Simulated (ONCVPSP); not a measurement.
# Zr: generating and testing an ONCV potential

Aim: build the potential from the settings below, then test how well it stands in for the atom: other configurations, scattering, ghost states and the plane-wave cutoff that it needs.

Method: ONCVPSP 4.0.1.1 (patched build), PBE, scalar-relativistic.

### 1 The atom and the settings

The settings as typed:

- element: zirconium (Zr, Z = 40)
- type: optimised norm-conserving Vanderbilt (ONCV)
- frozen core: [Kr]
- valence charge: 4
- reference configuration: 4d2 5s2
- partial waves: 5s: rc 3.45 bohr, ncon 4, nbas 7, qcut 2 1/bohr, 2 projectors, debl 3.1 Ha; p scattering state at 0.09 Ha: rc 3.60 bohr, ncon 3, nbas 6, qcut 2.1 1/bohr, 2 projectors, debl 1.3 Ha; 4d: rc 1.95 bohr, ncon 4, nbas 6, qcut 4.4 1/bohr, 3 projectors, debl 2.4 Ha
- local potential: polynomial inside 1.30 bohr (lpopt 5, dvloc0 0 Ha)
- core correction: not asked for

### 2 Generating the potential

File Zr.dat:

```
# ATOM AND REFERENCE CONFIGURATION
# atsym  z   nc   nv     iexc    psfile
  Zr 40.00    8    2        4      upf
#
#   n    l    f
    1    0    2.00
    2    0    2.00
    2    1    6.00
    3    0    2.00
    3    1    6.00
    3    2   10.00
    4    0    2.00
    4    1    6.00
    4    2    2.00
    5    0    2.00
#
# PSEUDOPOTENTIAL AND OPTIMIZATION
# lmax
    2
#
#   l,   rc,      ep,       ncon, nbas, qcut
    0    3.45    0.00    4    7    2.00
    1    3.60    0.09    3    6    2.10
    2    1.95    0.00    4    6    4.40
#
# LOCAL POTENTIAL
# lloc, lpopt,  rc(5),   dvloc0
    4    5    1.30    0.00
#
# VANDERBILT-KLEINMAN-BYLANDER PROJECTORs
# l, nproj, debl
    0    2    3.10
    1    2    1.30
    2    3    2.40
#
# MODEL CORE CHARGE
# icmod, fcfact, rcfact
    0    0.00    0.00
#
# LOG DERIVATIVE ANALYSIS
# epsh1, epsh2, depsh
   -2.00    5.00    0.02
#
# OUTPUT GRID
# rlmax, drl
    6.00    0.01
#
# TEST CONFIGURATIONS
# ncnf
    4
# nvcnf
#   n    l    f
    2
    4    2    2.00
    5    0    1.00
#
    2
    4    2    2.00
    5    0    0.00
#
    2
    4    2    1.00
    5    0    0.00
#
    2
    4    2    1.00
    5    0    2.00
#
```

On the command line:

```bash
$ oncvpsp.x < Zr.dat > Zr.out
```

Before running it: what results should come out? Wanted: cutoffs for 1 and 0.1 mHa per electron, occupied waves; bound ghosts; GHOST(+) flags; largest test error; largest phase difference near zero energy, channels read; projector energies reset by the program.

**Answer**, as computed:

```
                                                quantity                          value
  cutoffs for 1 and 0.1 mHa per electron, occupied waves                24 Ha and 30 Ha
                                            bound ghosts  s at -28.73 eV, p at -8.47 eV
                                          GHOST(+) flags             none at low energy
                            largest test error (AE − PS)          +351 meV, for 4d1 5s0
largest phase difference near zero energy, channels read                      3.075 rad
                 projector energies reset by the program             p: 0.050, 1.350 Ha
```

**Reading.** A bound ghost (s, p) makes it unfit for use: electrons can fall into a state that the atom doesn't have. The worst unpolarised test, 4d1 5s0, is off by 351 meV on 42.7 eV; by total energies transferability rates as poor. By its cutoff, 24 Ha for the looser tolerance, it is of middling hardness. The 4d wave sets it; 5s needs 2 Ha. Near zero energy the largest phase difference among the channels read is 3.08 rad, in the p channel. A step near π is an extra or missing state, not a misfit of shape. The pseudo curves have poles with no partner nearby in the atom's: s at -1.04 Ha, p at -0.30 Ha. These are tests on the free atom; a crystal test is still owed.
